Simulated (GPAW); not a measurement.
# AlIn in GPAW: the effect of strain hydrostatic

AlIn:

```
CELL_PARAMETERS angstrom
2.87089 0.00000 0.00000
-1.43544 2.48626 0.00000
0.00000 0.00000 5.47834
ATOMIC_POSITIONS crystal
Al 0.00000 0.00000 0.00000
In 0.00000 0.00000 0.50000
```

The cell was built by a generator and needn't be a form met in nature.

Alike in all runs:

| Item | Value |
| --- | --- |
| Program | GPAW 26.7.0 |
| Task | band structure |
| Functional | PBE |
| Potentials or basis | GPAW PAW data sets (gpaw-data 1.2.1) |
| Cutoff | 600 eV |
| Basis | pw |
| k mesh | 10 × 10 × 5 |
| Occupations | fermi-dirac, width 0.05 eV |
| Spin | no spin polarisation |
| Maxiter | 150 |
| Band path | GMKGALHA,LM,KH |
| Band points | 100 |

```tsv
strain hydrostatic	pressure (GPa)
-0.06	13.4
-0.04	7.4
-0.02	2.9
-0.01	1.1
0	-0.4
0.01	-1.6
0.02	-2.6
0.04	?
0.06	-5.1
```

**Question.** What does the run with strain hydrostatic 0.04 give?

**Answer.** Pressure -4.2 GPa.

Worked out: A parabola through the other rows of the pressure, of slope -50.9 GPa per unit of strain hydrostatic there, gives -4.4 GPa, against the run's -4.2.

Caveats: the density grid can change from cell to cell, which puts small steps into energies and stress.
